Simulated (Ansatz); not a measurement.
# Nb3Sn: the cost of one run

Method: DFT PBEsol, scalar-relativistic, plane waves, PAW, in Ansatz 0.2.0.

## Step 1: The system as given

Symmetry: Pm-3n, No. 223, cubic system. Conventional cell: a = 5.282 Å, b = 5.282 Å, c = 5.282 Å, α = 90.00°, β = 90.00°, γ = 90.00°. Around Nb (site symmetry -4m2) lie 2 Nb at 2.64 Å and 4 Sn at 2.95 Å. Sn (site symmetry m-3) has 12 Nb at 2.95 Å as nearest neighbours.

Structure file:

```
CELL_PARAMETERS angstrom
5.28210 0.00000 0.00000
0.00000 5.28210 0.00000
0.00000 0.00000 5.28210
ATOMIC_POSITIONS crystal
Nb 0.25000 0.00000 0.50000
Nb 0.50000 0.75000 0.00000
Nb 0.75000 0.00000 0.50000
Nb 0.50000 0.25000 0.00000
Nb 0.00000 0.50000 0.75000
Nb 0.00000 0.50000 0.25000
Sn 0.00000 0.00000 0.00000
Sn 0.50000 0.50000 0.50000
```

The structure comes from the Crystallography Open Database.

(A quick probe on a coarse mesh, which set the mesh and smearing, is not shown.)

## Step 3: Relaxing cell and atoms

File input.yaml:

```yaml
crystal:
  lattice:
    - [5.2821, 0.0, 0.0]
    - [0.0, 5.2821, 0.0]
    - [0.0, 0.0, 5.2821]
  atoms:
    - { symbol: Nb, position: [0.25, 0.0, 0.5] }
    - { symbol: Nb, position: [0.5, 0.75, 0.0] }
    - { symbol: Nb, position: [0.75, 0.0, 0.5] }
    - { symbol: Nb, position: [0.5, 0.25, 0.0] }
    - { symbol: Nb, position: [0.0, 0.5, 0.75] }
    - { symbol: Nb, position: [0.0, 0.5, 0.25] }
    - { symbol: Sn, position: [0.0, 0.0, 0.0] }
    - { symbol: Sn, position: [0.5, 0.5, 0.5] }
basis:
  ecutwfc: 420
kpoints:
  mp_grid: { grid: [8, 8, 8] }
hamiltonian:
  xc: pbesol
scf:
  occupations: { method: gaussian, width: 0.1 }
output:
  forces: true
  stress: true
  eigenvalues: true
  write_density: true
  write_potential: true
  elf: true
  volumetric_format: npy
relax:
  adjacent_minimum: "off"
  f_tol: 0.005
  max_steps: 80
  cell: { stress_tol: 0.05 }
```

Launch:

```console
ansatz run input.yaml --threads 4 --pin off --max-ram 10240MiB --backend cpu --events-out ev --progress --plain --runs-dir out
```

What time and memory should one allow on 4 threads of Arm Neoverse V2, shared host?

About 23 s, with a peak of 0.69 GiB.
